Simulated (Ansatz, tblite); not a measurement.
# As(SMe)3 (C3H9AsS3): a ladder of methods and basis sets

Aim: run the singlet of As(SMe)3 (C3H9AsS3) at one geometry on many levels, and compare frontier levels, spin and run time.

Program: Ansatz 0.2.0, Gaussian basis. Level of theory: as each input shows. These are calculated values, not measurements.

The runs, in order: GFN1-xTB, GFN2-xTB, PBE-D4/def2-TZVP, r2SCAN-D4/def2-TZVP, B3LYP-D4/def2-TZVP, B97M-V/def2-TZVP, BLYP-D4/def2-TZVP, PBE-D4/def2-SVP, PBE0-D4/def2-SVP, HF/6-31G, B3LYP-D4/6-31G, PBE0-D4/def2-TZVPD, PBE-D4/def2-TZVPD, B3LYP-D4/def2-TZVPD, CCSD(T)/def2-SVP, MP2/def2-TZVP, RPA/def2-TZVP.

4 further runs of the same task are left out: 2 that didn't finish, 2 set aside as unsound or not needed.

### Step 1. The geometry

The singlet was relaxed beforehand with PBE-D4/def2-SVP.

16 atoms, charge 0, spin multiplicity 1.

Bond lengths: As1–S2 2.272 Å, As1–S7 2.272 Å, As1–S12 2.272 Å, S2–C3 1.834 Å, C3–H4 1.108 Å, C3–H5 1.108 Å, C3–H6 1.107 Å, S7–C8 1.834 Å, C8–H9 1.108 Å, C8–H10 1.108 Å, C8–H11 1.107 Å, S12–C13 1.834 Å, C13–H14 1.108 Å, C13–H15 1.108 Å, C13–H16 1.107 Å. Angles: S2–As1–S7 96.3°, S2–As1–S12 96.4°, S7–As1–S12 96.4°, As1–S2–C3 98.9°, S2–C3–H4 111.9°, S2–C3–H5 106.3°, S2–C3–H6 111.0°, H4–C3–H5 108.6°, H4–C3–H6 110.0°, H5–C3–H6 108.8°, As1–S7–C8 98.9°, S7–C8–H9 111.9°, S7–C8–H10 106.3°, S7–C8–H11 110.9°, H9–C8–H10 108.7°, H9–C8–H11 110.0°, H10–C8–H11 108.8°, As1–S12–C13 98.9° and more.

PBE0-D4/def2-TZVP was run before; its log isn't repeated, and its numbers join the tables.

### Step 2. GFN1-xTB

Tight binding, by tblite at 300 K electronic temperature and without a spin-polarisation term:

```python
tblite.interface.Calculator('GFN1-xTB', numbers, positions, charge=0, uhf=0).singlepoint()
```

Energy -672.9147 eV, HOMO -10.77 eV, LUMO -6.36 eV; 0.017 s.

### Step 3. GFN2-xTB

Tight binding, by tblite at 300 K electronic temperature and without a spin-polarisation term:

```python
tblite.interface.Calculator('GFN2-xTB', numbers, positions, charge=0, uhf=0).singlepoint()
```

Energy -630.5885 eV, HOMO -9.98 eV, LUMO -6.38 eV; 0.01 s.

### Step 4. PBE-D4/def2-TZVP

start.molden holds the orbitals of an earlier run on this state, given as this run's starting guess.

Contents of in.yaml:

```yaml
crystal:
  periodic: [false, false, false]
  atoms:
    - {symbol: As, position_ang: [0.006154, -0.001597, 0.227738]}
    - {symbol: S, position_ang: [1.819911, 0.564714, -1.018334]}
    - {symbol: C, position_ang: [3.110982, -0.315399, -0.057317]}
    - {symbol: H, position_ang: [3.131097, 0.009052, 1.001935]}
    - {symbol: H, position_ang: [4.080114, -0.054938, -0.525875]}
    - {symbol: H, position_ang: [2.969144, -1.412196, -0.115307]}
    - {symbol: S, position_ang: [-1.479165, 1.315170, -0.878089]}
    - {symbol: C, position_ang: [-1.266576, 2.858050, 0.091103]}
    - {symbol: H, position_ang: [-1.475873, 2.702379, 1.167977]}
    - {symbol: H, position_ang: [-2.001229, 3.582524, -0.311406]}
    - {symbol: H, position_ang: [-0.247594, 3.271119, -0.041365]}
    - {symbol: S, position_ang: [-0.479247, -1.920678, -0.887784]}
    - {symbol: C, position_ang: [-1.832718, -2.538484, 0.185350]}
    - {symbol: H, position_ang: [-1.504183, -2.659995, 1.236540]}
    - {symbol: H, position_ang: [-2.117842, -3.531580, -0.213491]}
    - {symbol: H, position_ang: [-2.712976, -1.868132, 0.138316]}
basis:
  gaussian: {orbitals: def2-TZVP, initial_orbitals: start.molden}
hamiltonian: {xc: pbe, dispersion: d4}
scf: {omitted_lower_state_checks: [starts]}
output: {orbitals: {seedname: orbitals}}
```

Run with:

```sh
$ ansatz run in.yaml --threads 4 --pin off --events-out ev --progress --plain --max-ram 8704MiB
```

The runs that follow: r2SCAN-D4/def2-TZVP; B3LYP-D4/def2-TZVP; B97M-V/def2-TZVP; BLYP-D4/def2-TZVP; PBE-D4/def2-SVP; PBE0-D4/def2-SVP; HF/6-31G; B3LYP-D4/6-31G; PBE0-D4/def2-TZVPD; PBE-D4/def2-TZVPD; B3LYP-D4/def2-TZVPD; CCSD(T)/def2-SVP; MP2/def2-TZVP; RPA/def2-TZVP.

Before running them: what should the planned runs give, taken together? Wanted: gap in def2-TZVP, named functionals, smallest and largest; correlation energy, CCSD(T)/def2-SVP; correlation energy, MP2/def2-TZVP; binding an atom, CCSD(T)/def2-SVP; PBE0 total energy, smallest basis above largest.

**Answer**, as computed:

```
                                                 quantity                                 value
gap in def2-TZVP, named functionals, smallest and largest  3.57 eV (BLYP-D4), 5.49 eV (PBE0-D4)
                     correlation energy, CCSD(T)/def2-SVP                             -32.06 eV
                        correlation energy, MP2/def2-TZVP                             -35.26 eV
                        binding an atom, CCSD(T)/def2-SVP                              3.325 eV
          PBE0 total energy, smallest basis above largest       22.54 eV (def2-SVP, def2-TZVPD)
```

**Reading.** Orbital gaps of the named functionals in def2-TZVP span 3.57 eV (BLYP-D4) to 5.49 eV (PBE0-D4); exact exchange widens it. A small miss in a minimal or small basis is a cancelling of errors, not accuracy. The functionals in def2-TZVP miss CCSD(T)/def2-SVP by +0.264 (B3LYP-D4) to +0.356 eV (PBE-D4) an atom. The yardstick is in a double-zeta basis, so levels in larger sets aren't compared like for like. The reference is CCSD(T) in one finite basis, so it carries an error of its own, often a tenth of an eV or more, and near misses can't be ranked.
